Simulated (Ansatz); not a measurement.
# CH₃NSSe: one species, many methods

An exercise on one series of results from a longer session: the logs are not shown, and one member is left open.

Computed with Ansatz 0.2.0, Gaussian basis. Level: functionals in def2-TZVPP, the program's frozen cores in correlated methods.

The runs, in order: LDA (SPW92), PBE-D4, revPBE-D4, BLYP-D4, r2SCAN-D4, B97M-V, PBE0-D4, B3LYP-D4, r2SCANh-D4, r2SCAN0-D4, HSE06-D4, BHLYP-D4, CAM-B3LYP-D4, LC-ωPBE, ωB97X-V, ωB97M-V, B2PLYP, PBE-QIDH; CCSD(T)/def2-SVP; CCSD(T)/def2-TZVPP; MP2/def2-QZVPP; extrapolation to the limit; RPA on PBE.

**The relaxed structure**

The geometry comes from an earlier relaxation with PBE0-D4 in a triple-zeta def2 set; it is a stationary point, not always the lowest conformer.

SMILES `NC(=S)[SeH]`, 7 atoms, charge 0, spin multiplicity 1.

Atoms are counted from 1 here; the program's logs count them from 0.

Bond lengths: N1–C2 1.339 Å, N1–H5 1.006 Å, N1–H6 1.005 Å, C2–S3 1.633 Å, C2–Se4 1.923 Å, Se4–H7 1.462 Å. Angles: C2–N1–H5 118.1°, C2–N1–H6 122.9°, H5–N1–H6 119.0°, N1–C2–S3 124.3°, N1–C2–Se4 111.6°, S3–C2–Se4 124.2°, C2–Se4–H7 92.6°.

The first run:

The input, in.yaml:

```yaml
crystal:
  periodic: [false, false, false]
  atoms:
    - {symbol: N, position_ang: [-0.827264, 0.434311, 0.690773]}
    - {symbol: C, position_ang: [0.192400, -0.221557, 0.122412]}
    - {symbol: S, position_ang: [1.108831, -1.335826, 0.887053]}
    - {symbol: Se, position_ang: [0.443985, 0.313186, -1.707588]}
    - {symbol: H, position_ang: [-1.046144, 0.228970, 1.651481]}
    - {symbol: H, position_ang: [-1.380463, 1.114924, 0.199224]}
    - {symbol: H, position_ang: [1.569955, -0.602007, -1.889056]}
basis:
  gaussian: {orbitals: def2-TZVPP}
hamiltonian: {xc: lda}
output: {orbitals: {seedname: orbitals}}
```

The run is started by

```bash
$ ansatz run in.yaml --threads 2 --pin off --events-out ev --progress --plain --max-ram 4352MiB
```

Steps of the session up to this table: LDA; PBE-D4 (GGA); revPBE-D4 (GGA); BLYP-D4 (GGA); r2SCAN-D4 (meta-GGA); B97M-V (meta-GGA); PBE0-D4 (hybrid); B3LYP-D4 (hybrid); r2SCANh-D4 (hybrid); r2SCAN0-D4 (hybrid); HSE06-D4 (hybrid); BHLYP-D4 (hybrid); CAM-B3LYP-D4 (range-separated); LC-ωPBE (range-separated); ωB97X-V (range-separated); ωB97M-V (range-separated); B2PLYP (double hybrid); PBE-QIDH (double hybrid).

One table of the session follows, with a row left open; its other results are not shown here.

It belongs to the step «Orbital energies across the functionals». 

| functional | HOMO (eV) | gap (eV) |
| --- | --- | --- |
| LDA (SPW92) | -5.38 | 3.25 |
| PBE-D4 | -5.22 | 3.30 |
| revPBE-D4 | -5.16 | 3.32 |
| BLYP-D4 | -5.04 | 3.27 |
| r2SCAN-D4 | -5.46 | 3.67 |
| B97M-V | -5.49 | 3.79 |
| PBE0-D4 | -6.38 | 5.31 |
| B3LYP-D4 | -6.13 | 4.88 |
| r2SCANh-D4 | -5.89 | 4.41 |
| r2SCAN0-D4 | -6.54 | 5.55 |
| HSE06-D4 | -5.98 | 4.54 |
| BHLYP-D4 | -7.38 | 7.36 |
| CAM-B3LYP-D4 | -7.64 | 7.68 |
| LC-ωPBE | -9.00 | 10.07 |
| ωB97X-V | ? | ? |
| ωB97M-V | -8.49 | 9.53 |

Estimate the missing values for ωB97X-V.

As computed: HOMO (eV): -8.65; gap (eV): 9.72. In the column «HOMO (eV)» it lies between LC-ωPBE (-9.00) and ωB97M-V (-8.49).
